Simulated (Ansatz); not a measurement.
# C2H6AuS2: the cost of one run

Program: Ansatz 0.2.0. Level of theory: the levels named in each step. These are calculated values, not measurements.

### Step 1. The system as given

Bond lengths: C1–S2 1.812 Å, S2–Au3 2.317 Å, Au3–S4 2.317 Å, S4–C5 1.812 Å, C1–H6 1.079 Å, C1–H7 1.086 Å, C1–H8 1.093 Å, C5–H9 1.093 Å, C5–H10 1.079 Å, C5–H11 1.086 Å. Angles (14 of 15 angles, heavy atoms first): C1–S2–Au3 103.9°, S2–Au3–S4 179.9°, Au3–S4–C5 103.9°, S2–C1–H6 109.7°, S2–C1–H7 107.4°, S2–C1–H8 109.0°, S4–C5–H9 109.0°, S4–C5–H10 109.7°, S4–C5–H11 107.4°, H6–C1–H7 110.3°, H6–C1–H8 110.1°, H7–C1–H8 110.3°, H9–C5–H10 110.1°, H9–C5–H11 110.3°.

Structure file:

```xyz
11

C    -3.2067    0.5232    0.3310
S    -2.0711    0.1442   -1.0292
Au   -0.0003   -0.0016    0.0007
S     2.0714   -0.1423    1.0289
C     3.2091   -0.5063   -0.3335
H    -2.9190    1.4532    0.7960
H    -4.2038    0.6066   -0.0910
H    -3.1712   -0.2894    1.0611
H     2.9190   -1.4532   -0.7960
H     3.1712    0.2894   -1.0611
H     4.2071   -0.5835    0.0875
```

### Step 2. A rough first relaxation, PBE-D4/def2-SVPD

input.yaml

```yaml
crystal:
  periodic: [false, false, false]
  atoms:
    - { symbol: C, position_ang: [-3.2067, 0.52324, 0.33098] }
    - { symbol: S, position_ang: [-2.07114, 0.14423, -1.02915] }
    - { symbol: Au, position_ang: [-0.00035, -0.00156, 0.00071] }
    - { symbol: S, position_ang: [2.07142, -0.14226, 1.02885] }
    - { symbol: C, position_ang: [3.20914, -0.50635, -0.33354] }
    - { symbol: H, position_ang: [-2.91905, 1.45323, 0.79603] }
    - { symbol: H, position_ang: [-4.20378, 0.60656, -0.09104] }
    - { symbol: H, position_ang: [-3.17124, -0.28936, 1.06108] }
    - { symbol: H, position_ang: [2.91905, -1.45323, -0.79603] }
    - { symbol: H, position_ang: [3.17124, 0.28936, -1.06108] }
    - { symbol: H, position_ang: [4.20711, -0.58352, 0.08754] }
magnetization:
  spin_polarized: true
  initial_magnetization: 1
basis:
  gaussian: { orbitals: def2-SVPD }
hamiltonian:
  xc: pbe
  dispersion: d4
relax:
  f_tol: 0.03
  max_steps: 200
```

Command:

```
$ ansatz run input.yaml --threads 8 --pin off --max-ram 22528MiB --backend cpu --events-out ev --progress --plain --runs-dir out
```

What time and memory should one allow on 8 threads of Intel Xeon 6975P-C (Granite Rapids), shared host?

About 9.9 s, with a peak of 0.41 GiB.
